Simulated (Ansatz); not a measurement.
# LiB₂C₂, space group P-3m1: a short molecular-dynamics run

With the Python package of Ansatz (0.2.0).

Notebook, run cell by cell (the value of a cell's last expression is shown):

**Cell 1**
```python
import json

import ansatz
from ase import Atoms
from ase.neighborlist import neighbor_list
import numpy as np
```

**Cell 2**
```python
atoms = Atoms(
    ['Li', 'B', 'B', 'C', 'C'],
    scaled_positions=[
        (0.0, 0.0, 0.5),
        (1 / 3, 2 / 3, 0.74981),
        (2 / 3, 1 / 3, 0.25019),
        (1 / 3, 2 / 3, 0.25822),
        (2 / 3, 1 / 3, 0.74178),
    ],
    cell=[
        (2.71464, 0.0, 0.0),
        (-1.35732, 2.35095, 0.0),
        (0.0, 0.0, 7.11805),
    ],
    pbc=True,
)
cell = ansatz.Crystal.from_ase(atoms)
```

**Cell 3**
```python
cell.resolved().tree()['lattice']
```
Output:
```text
((2.71464, 0.0, 0.0), (-1.35732, 2.35095, 0.0), (0.0, 0.0, 7.11805))
```

**Cell 4**
```python
# a coarse mesh keeps each step cheap
model = (
    cell.supercell(1, 2, 1).calculation()
    .functional('pbe')
    .basis(31 * ansatz.Ry)
    .kpoints(3, 3, 1)
    .occupations(ansatz.OccupationsMethod.FERMI_DIRAC, width=0.05)  # smearing steadies the SCF of a metal
    .scf(tolerance=1e-09)
    .md('npt_langevin', timestep=0.5, steps=12, temperature=1200, pressure=1, initial_velocities='maxwell_boltzmann', seed=487)
)
out = model.run(threads=1, pin='off', events_out='stream.ndjson')
with open('stream.ndjson') as stream:
    events = [json.loads(line) for line in stream]
steps = [e['data'] for e in events if e['event'] == 'md_step']
report = out.report
```
Output:
```text
DeckWarning: md: disabling space-group detection — thermal motion breaks the input geometry's symmetry, so no spatial operation reduces the k-mesh or symmetrises the density; time reversal is kept, [...]
```

**Cell 5**
```python
type(out).__name__, type(report).__name__
```
Output:
```text
('RunOutcome', 'dict')
```

**Cell 6**
```python
report['free_energy_ev']
```
Output:
```text
-2036.273494595276
```

**Cell 7**
```python
print(' step   t (fs)     E_pot (eV)   E_kin (eV)    T (K)   P (GPa)')
for s in steps[::1]:
    print(f'{s["step"]:5d} {s["time_fs"]:8.1f} {s["lagrangian_ev"]:14.4f} {s["e_kin_ev"]:12.4f} {s["temperature_k"]:8.1f} {s["instantaneous_pressure_gpa"]:9.3f}')
```
Output:
```text
 step   t (fs)     E_pot (eV)   E_kin (eV)    T (K)   P (GPa)
    0      0.0     -2036.6280       1.3960   1080.0     0.591
    1      0.5     -2036.6267       1.3898   1075.2     0.610
    2      1.0     -2036.6204       1.3140   1016.5     0.605
    3      1.5     -2036.6093       1.3077   1011.7     0.724
    4      2.0     -2036.5929       1.3453   1040.8     0.931
    5      2.5     -2036.5712       1.2884    996.8     1.040
    6      3.0     -2036.5448       1.2571    972.5     1.169
    7      3.5     -2036.5135       1.2714    983.6     1.348
    8      4.0     -2036.4773       1.2043    931.7     1.427
    9      4.5     -2036.4344       1.2918    999.4     1.674
   10      5.0     -2036.3850       1.1581    895.9     1.655
   11      5.5     -2036.3315       1.1197    866.2     1.753
   12      6.0     -2036.2733       1.1156    863.1     1.895
```

**Cell 8**
```python
temperature = np.array([s['temperature_k'] for s in steps])
print(f'mean temperature of the second half {temperature[len(steps) // 2 :].mean():.1f} K')
```
Output:
```text
mean temperature of the second half 930.4 K
```

**Cell 9**
```python
symbols = [site.symbol for site in out.lattice.sites]
pairs = np.concatenate([neighbor_list('d', Atoms(symbols, positions=s['positions_ang'], cell=out.lattice.cell_ang, pbc=True), 4.5) for s in steps[len(steps) // 2 :]])
counts, edges = np.histogram(pairs, bins=np.arange(0.5, 4.51, 0.25))
for low, count in zip(edges, counts / (len(symbols) * len(steps[len(steps) // 2 :]))):
    print(f'{low:4.2f}-{low + 0.25:4.2f} A  {count:6.2f} neighbours an atom')
```
Output:
```text
0.50-0.75 A    0.00 neighbours an atom
0.75-1.00 A    0.00 neighbours an atom
1.00-1.25 A    0.00 neighbours an atom
1.25-1.50 A    0.11 neighbours an atom
1.50-1.75 A    2.29 neighbours an atom
1.75-2.00 A    0.00 neighbours an atom
2.00-2.25 A    0.86 neighbours an atom
2.25-2.50 A    3.77 neighbours an atom
2.50-2.75 A    5.60 neighbours an atom
2.75-3.00 A    0.57 neighbours an atom
3.00-3.25 A    2.40 neighbours an atom
3.25-3.50 A    1.11 neighbours an atom
3.50-3.75 A    5.49 neighbours an atom
3.75-4.00 A    3.80 neighbours an atom
4.00-4.25 A    5.57 neighbours an atom
4.25-4.50 A   11.00 neighbours an atom
```

**Cell 10**
```python
print('last positions (A) and velocities (A/fs)')
for site, xyz, vel in zip(out.lattice.sites, steps[-1]['positions_ang'], steps[-1]['velocities_ang_fs']):
    print(f'{site.symbol:2s}', ' '.join(f'{v:8.4f}' for v in xyz), ' ', ' '.join(f'{v:9.5f}' for v in vel))
```
Output:
```text
last positions (A) and velocities (A/fs)
Li   0.0435   0.0195   3.7376     0.00912   0.00014   0.02714
B    0.0283   1.5189   5.3473     0.00105  -0.00742  -0.00013
B    1.3541   0.8710   1.8474     0.00188   0.01328   0.00762
C   -0.0446   1.5428   1.8143    -0.00547  -0.00285  -0.00292
C    1.3543   0.7569   5.2281     0.00235  -0.00558  -0.00694
Li  -1.4655   2.4443   3.5441    -0.01684   0.01802  -0.00453
B   -1.3408   3.8827   5.3898     0.00223  -0.00668   0.01012
B    0.0254   3.1832   1.7707     0.00291   0.01205  -0.00026
C   -1.3357   3.9356   1.7687     0.00558   0.00152  -0.00904
C    0.0179   3.0858   5.2116     0.00180  -0.00732  -0.01058
```

What to keep in mind:
- Absolute energies stand on the zero of these potentials, so only differences at equal settings mean something. A total without «per atom» is that of the whole cell that was run.
- The mesh is modest for a metal, so energies can be off by several to tens of meV an atom and pressures by half a GPa or more; differences at equal mesh fare better.
- This cell is a computed structure, which may not be the phase found in nature.
- Warnings are shown shortened and without file and line.
- A small cell, a coarse mesh and a very short run: it shows the set-up and gives no equilibrium averages.
- Hardware and time: 26 s on 1 thread of Arm Neoverse V1 (shared host), peak memory 0.43 GiB.
